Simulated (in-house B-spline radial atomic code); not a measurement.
**Ge¹⁹⁺: excited configurations**

Wanted: excitation energies of Ge¹⁹⁺ as differences of total energies (ΔSCF).

Method: Dirac-Hartree-Fock, average of configuration, Fermi nucleus, basis-set limit. Code: in-house B-spline radial atomic code version 1.

## 1. The system

* element: germanium (Z = 32)
* charge: +19
* electrons: 13
* configuration: [Ne] 3s2 3p1
* Hamiltonian: Dirac-Coulomb
* nucleus: Fermi, rms radius 4.074 fm

Outer shells as boxes (Hund's rule):

[Ne] 3s2 3p1
```
[Ne] core
3s [↑↓]
3p [↑ ][  ][  ]
```

The boxes draw the filling by Hund's rule, which heavy ions in jj coupling don't follow; these runs average over all states of the configuration.

Settings, as recorded:

```ini
Z = 32
electrons = 13.0
configuration = [Ne] 3s2 3p1
hamiltonian = dirac
method = hf
spin_polarised = False
nucleus = fermi
rms_radius = 4.0742
mass_number = 74
atomic_mass = 73.92117776
speed_of_light = 137.035999084
```

This reference run was done before. Its total energy is -1894.333131 hartree, and its levels are (the highest eight at most):

```csv
orbital,occupation,energy (eV),<r> (bohr)
1s1/2,2,-11960.0,0.04696
2s1/2,2,-2198.37,0.2059
2p1/2,2,-2035.40,0.1784
2p3/2,4,-2002.40,0.1818
3s1/2,2,-791.74,0.5253
3p1/2,0.333333,-748.55,0.5107
3p3/2,0.666667,-741.54,0.5158
```

## 2. [Ne] 3s1 3p1 4p1

Changes to the settings of step 1:

```diff
@@ -2,3 +2,3 @@
 electrons = 13.0
-configuration = [Ne] 3s2 3p1
+configuration = [Ne] 3s1 3p1 4p1
 hamiltonian = dirac
```

Results of the run (chosen fields of its result record, rounded):

```text
{
  "status": "converged",
  "iterations": 14,
  "energy [hartree]": {"total": -1879.63219355, "kinetic": 1924.07816656, "nuclear": -4117.87704269, "coulomb": 366.855326021, "exact_exchange": -52.6886434495},
  "breit [hartree]": {"gaunt": 0.9719534, "retardation": -0.08466142, "frequency_dependence": -0.003626849},
  "qed [hartree]": {"self_energy": 0.6996843, "uehling": -0.06697041, "wichmann_kroll": 0.0006073084},
  "recoil [hartree]": 0.01100852,
  "total_with_corrections [hartree]": -1878.10419876,
  "orbitals [hartree, bohr; first row names the columns]": [
    ["name", "occ", "eps", "<r>"],
    ["1s1/2", 2.0, -440.52372, 0.046959],
    ["2s1/2", 2.0, -81.597133, 0.20601],
    ["2p1/2", 2.0, -75.68722, 0.17821],
    ["2p3/2", 4.0, -74.471776, 0.18157],
    ["3s1/2", 1.0, -29.721192, 0.5209],
    ["3p1/2", 0.33333, -26.304173, 0.46813],
    ["3p3/2", 0.66667, -26.049019, 0.47283],
    ["4p1/2", 0.33333, -16.177628, 1.0349],
    ["4p3/2", 0.66667, -16.071672, 1.0424]
  ],
  "sum_r [bohr^k]": {"-1": 128.684, "1": 3.620696, "2": 2.084443},
  "energy_minus_base [hartree]": 14.7009377,
  "energy_minus_base_with_corrections [hartree]": 14.6887152
}
```

Wall time 0.62 s (1 thread, shared host).

energy_minus_base is the energy less that of the reference run.

## 3. Configuration [Ne] 3s1 3p1 3d1

Changes to the settings of step 2:

```diff
@@ -2,3 +2,3 @@
 electrons = 13.0
-configuration = [Ne] 3s1 3p1 4p1
+configuration = [Ne] 3s1 3p1 3d1
 hamiltonian = dirac
```

Results of the run:

```text
{
  "status": "converged",
  "iterations": 7,
  "energy [hartree]": {"total": -1889.71800592, "kinetic": 1934.03777205, "nuclear": -4150.01606086, "coulomb": 379.347727972, "exact_exchange": -53.0874450897},
  "breit [hartree]": {"gaunt": 0.9712738, "retardation": -0.0848676, "frequency_dependence": -0.003580136},
  "qed [hartree]": {"self_energy": 0.6993136, "uehling": -0.06694668, "wichmann_kroll": 0.0006070888},
  "recoil [hartree]": 0.01098404,
  "total_with_corrections [hartree]": -1888.19122182,
  "orbitals [hartree, bohr; first row names the columns]": [
    ["name", "occ", "eps", "<r>"],
    ["1s1/2", 2.0, -439.47474, 0.046955],
    ["2s1/2", 2.0, -80.518089, 0.20626],
    ["2p1/2", 2.0, -74.601436, 0.17847],
    ["2p3/2", 4.0, -73.38748, 0.18184],
    ["3s1/2", 1.0, -29.084243, 0.52585],
    ["3p1/2", 0.33333, -27.320378, 0.51202],
    ["3p3/2", 0.66667, -27.063282, 0.51725],
    ["3d3/2", 0.4, -24.513748, 0.46429],
    ["3d5/2", 0.6, -24.467583, 0.46567]
  ],
  "sum_r [bohr^k]": {"-1": 129.6884, "1": 3.097224, "2": 1.21444},
  "energy_minus_base [hartree]": 4.61512531,
  "energy_minus_base_with_corrections [hartree]": 4.6016921
}
```

Run time: 0.44 s. Hardware: 1 thread, shared host.

## 4. [He] 2s2 2p5 3s2 3p1 7s1

Changes to the settings of step 3:

```diff
@@ -2,3 +2,3 @@
 electrons = 13.0
-configuration = [Ne] 3s1 3p1 3d1
+configuration = [He] 2s2 2p5 3s2 3p1 7s1
 hamiltonian = dirac
```

Results of the run:

```text
{
  "status": "converged",
  "iterations": 7,
  "energy [hartree]": {"total": -1825.08593119, "kinetic": 1869.46221238, "nuclear": -3974.90598553, "coulomb": 328.332859898, "exact_exchange": -47.9750179443},
  "breit [hartree]": {"gaunt": 0.9083168, "retardation": -0.07549032, "frequency_dependence": -0.003028676},
  "qed [hartree]": {"self_energy": 0.7096139, "uehling": -0.06793009, "wichmann_kroll": 0.0006159284},
  "recoil [hartree]": 0.01102518,
  "total_with_corrections [hartree]": -1823.60280853,
  "orbitals [hartree, bohr; first row names the columns]": [
    ["name", "occ", "eps", "<r>"],
    ["1s1/2", 2.0, -445.07707, 0.046911],
    ["2s1/2", 2.0, -84.2865, 0.20379],
    ["2p1/2", 1.6667, -78.938556, 0.17573],
    ["2p3/2", 3.3333, -77.69466, 0.179],
    ["3s1/2", 2.0, -30.866076, 0.51284],
    ["3p1/2", 0.33333, -29.353279, 0.49627],
    ["3p3/2", 0.66667, -29.077314, 0.50126],
    ["7s1/2", 1.0, -4.5530439, 3.2984]
  ],
  "sum_r [bohr^k]": {"-1": 124.2162, "1": 6.214669, "2": 13.30963},
  "energy_minus_base [hartree]": 69.2472,
  "energy_minus_base_with_corrections [hartree]": 69.1901054
}
```

Run time: 0.53 s. Hardware: 1 thread, shared host.

## 5. Run with [Ne] 3s2 3d1

Changes to the settings of step 4:

```diff
@@ -2,3 +2,3 @@
 electrons = 13.0
-configuration = [He] 2s2 2p5 3s2 3p1 7s1
+configuration = [Ne] 3s2 3d1
 hamiltonian = dirac
```

Results of the run:

```text
{
  "status": "converged",
  "iterations": 8,
  "energy [hartree]": {"total": -1891.48157025, "kinetic": 1936.26429503, "nuclear": -4153.39337021, "coulomb": 380.30052925, "exact_exchange": -54.6530243218},
  "breit [hartree]": {"gaunt": 0.9676097, "retardation": -0.08332403, "frequency_dependence": -0.003434001},
  "qed [hartree]": {"self_energy": 0.7067669, "uehling": -0.0676269, "wichmann_kroll": 0.0006132188},
  "recoil [hartree]": 0.01109911,
  "total_with_corrections [hartree]": -1889.94986629,
  "orbitals [hartree, bohr; first row names the columns]": [
    ["name", "occ", "eps", "<r>"],
    ["1s1/2", 2.0, -439.59092, 0.046948],
    ["2s1/2", 2.0, -80.631528, 0.20582],
    ["2p1/2", 2.0, -74.655892, 0.17843],
    ["2p3/2", 4.0, -73.441124, 0.1818],
    ["3s1/2", 2.0, -28.91136, 0.5266],
    ["3d3/2", 0.4, -24.517494, 0.46391],
    ["3d5/2", 0.6, -24.47196, 0.46527]
  ],
  "sum_r [bohr^k]": {"-1": 129.7939, "1": 3.107508, "2": 1.223105},
  "energy_minus_base [hartree]": 2.85156098,
  "energy_minus_base_with_corrections [hartree]": 2.84304763
}
```

Run time: 0.47 s. Hardware: 1 thread, shared host.

Radial density 4πr²n(r) and radial functions P(r) = rR(r):

| r (bohr) | 4πr²n | 3s1/2 | 3d5/2 |
| --- | --- | --- | --- |
| 0.00289 | 2.294 | 0.1486 | 0.0000 |
| 0.00405 | 4.105 | 0.1985 | 0.0000 |
| 0.00570 | 7.180 | 0.2616 | 0.0001 |
| 0.00800 | 11.98 | 0.3359 | 0.0004 |
| 0.0112 | 18.80 | 0.4157 | 0.0009 |
| 0.0158 | 27.39 | 0.4894 | 0.0025 |
| 0.0222 | 35.44 | 0.5270 | 0.0065 |
| 0.0312 | 39.40 | 0.4861 | 0.0164 |
| 0.0438 | 36.75 | 0.3146 | 0.0400 |
| 0.0615 | 31.05 | -0.0212 | 0.0929 |
| 0.0864 | 31.78 | -0.4759 | 0.2033 |
| 0.121 | 40.72 | -0.8488 | 0.4068 |
| 0.171 | 42.10 | -0.8061 | 0.7413 |
| 0.240 | 26.06 | -0.1075 | 1.1539 |
| 0.337 | 11.34 | 0.9678 | 1.4798 |
| 0.473 | 7.915 | 1.5840 | 1.4501 |
| 0.665 | 3.932 | 1.2180 | 0.9716 |
| 0.934 | 0.5645 | 0.4578 | 0.3818 |
| 1.31 | 0.01520 | 0.0713 | 0.0712 |
| 1.84 | 4.284e-05 | 0.0033 | 0.0046 |

On the record's full grid the radial density has clear maxima near r = 0.031, 0.14 bohr.

X-ray form factor of the spherical density:

```
sinθ/λ (1/Å)  f (electrons)
           0         13.000
         0.1         12.911
         0.2         12.650
         0.3         12.241
         0.4         11.717
         0.6         10.475
         0.8          9.203
           1          8.066
         1.4          6.303
         1.8          4.966
         2.5          3.182
           4          1.519
           6          1.039
```

## 6. Configuration [He] 2s2 2p5 3s2 3p1 7p1

Changes to the settings of step 5:

```diff
@@ -2,3 +2,3 @@
 electrons = 13.0
-configuration = [Ne] 3s2 3d1
+configuration = [He] 2s2 2p5 3s2 3p1 7p1
 hamiltonian = dirac
```

Results of the run:

```text
{
  "status": "converged",
  "iterations": 11,
  "energy [hartree]": {"total": -1824.95263957, "kinetic": 1869.30078894, "nuclear": -3974.62653559, "coulomb": 328.339896854, "exact_exchange": -47.9667897759},
  "breit [hartree]": {"gaunt": 0.9085922, "retardation": -0.07558828, "frequency_dependence": -0.003037719},
  "qed [hartree]": {"self_energy": 0.7091538, "uehling": -0.06788806, "wichmann_kroll": 0.0006155497},
  "recoil [hartree]": 0.01101632,
  "total_with_corrections [hartree]": -1823.46977578,
  "orbitals [hartree, bohr; first row names the columns]": [
    ["name", "occ", "eps", "<r>"],
    ["1s1/2", 2.0, -445.0726, 0.046912],
    ["2s1/2", 2.0, -84.283586, 0.2038],
    ["2p1/2", 1.6667, -78.937682, 0.17573],
    ["2p3/2", 3.3333, -77.693854, 0.179],
    ["3s1/2", 2.0, -30.865609, 0.51293],
    ["3p1/2", 0.33333, -29.309177, 0.49921],
    ["3p3/2", 0.66667, -29.032582, 0.50429],
    ["7p1/2", 0.33333, -4.4794186, 3.3372],
    ["7p3/2", 0.66667, -4.4635705, 3.3498]
  ],
  "sum_r [bohr^k]": {"-1": 124.2075, "1": 6.265014, "2": 13.71371},
  "energy_minus_base [hartree]": 69.3804917,
  "energy_minus_base_with_corrections [hartree]": 69.3231381
}
```

Run time: 0.82 s. Hardware: 1 thread, shared host.

## 7. Energies above the reference

| net move | configuration | energy above the reference (eV) | with Breit, QED, recoil (eV) | largest <r> (bohr) |
| --- | --- | --- | --- | --- |
| 3p → 3d | [Ne] 3s2 3d1 | 77.595 | 77.363 | 0.527 |
| 3s → 3d | [Ne] 3s1 3p1 3d1 | 125.58 | 125.22 | 0.526 |
| 3s → 4p | [Ne] 3s1 3p1 4p1 | 400.03 | 399.70 | 1.04 |
| 2p → 7s | [He] 2s2 2p5 3s2 3p1 7s1 | 1884.31 | 1882.76 | 3.30 |
| 2p → 7p | [He] 2s2 2p5 3s2 3p1 7p1 | 1887.94 | 1886.38 | 3.35 |

Quantum defects of the promoted electron, δ = n − ζ/√(−2ε) with ζ = 20 and ε its orbital energy in hartree:

| promotion | δ |
| --- | --- |
| 3s → 4p | 0.476 |
| 2p → 7s | 0.372 |
| 2p → 7p | 0.310 |

The energies run from 77.595 eV (3p → 3d) to 1887.94 eV (2p → 7p). Koopmans' estimate of the ionisation threshold is 741.54 eV; 2 configurations exceed it by over 2 % and could autoionise. Two partly filled shells share a symmetry and can mix in the average, which may lower the energy, for: 3s → 4p; 2p → 7s; 2p → 7p. These are averages over configurations, without correlation, not spectroscopic levels.
